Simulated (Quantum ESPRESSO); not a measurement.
AlBN:

```
Al B N
1.0
     2.64562    0.00000    0.00000
     0.00000    2.64562    0.00000
     0.00000    0.00000    5.40264
Al B N
1 1 1
Direct
  0.50000 0.50000 0.00000
  0.50000 0.50000 0.50000
  0.00000 0.00000 0.00000
```

The cell was built by a generator and needn't be a form met in nature.

```yaml
Program: Quantum ESPRESSO 7.5
Task: phonons
Functional: PBEsol
Potentials_or_basis: GBRV 1.5 PBEsol
Cutoff: 612 eV
Density_cutoff: 4898 eV
k_mesh: 8 × 8 × 4, shifted
Occupations: fermi-dirac, width 0.05 eV
Spin: no spin polarisation
Target_pressure: 15 GPa
Mixing_beta: 0.5
Most_SCF_iterations: 120
SCF_threshold: 6e-10 Ry
```

The cell and the atoms were relaxed first at 15 GPa, to 10.27 Å³/atom (a = 2.639 Å, b = 2.639 Å, c = 4.425 Å, α = 90.00°, β = 90.00°, γ = 90.00°), and the response was taken there.

```
Al B N
1.0
     2.63857    0.00000    0.00000
     0.00000    2.63857    0.00000
     0.00000    0.00000    4.42478
Al B N
1 1 1
Direct
  0.50000 0.50000 0.00000
  0.50000 0.50000 0.50000
  0.00000 0.00000 0.00000
```

Q: Which optical modes does the crystal have at the zone centre, and which show in infrared and Raman spectra?

A: The optical modes are 2Eu + 2A2u. Infrared active: 2Eu + 2A2u. None is Raman active.

Optical modes at Γ, degenerate ones joined:
| cm⁻¹ | components | symmetry | active in |
| --- | --- | --- | --- |
| 189i | 2 | Eu | IR |
| 118 | 1 | A2u | IR |
| 625 | 1 | A2u | IR |
| 798 | 2 | Eu | IR |

Caveat: the mesh is thin for the phonons of a metal; some modes are imaginary; the volume moved by over 15 % at a fixed basis, so the end points are rough; the cell is more than 3 GPa from zero pressure, which shifts response properties; the layers were relaxed without a dispersion term, so their spacing and the soft interlayer modes are unreliable.
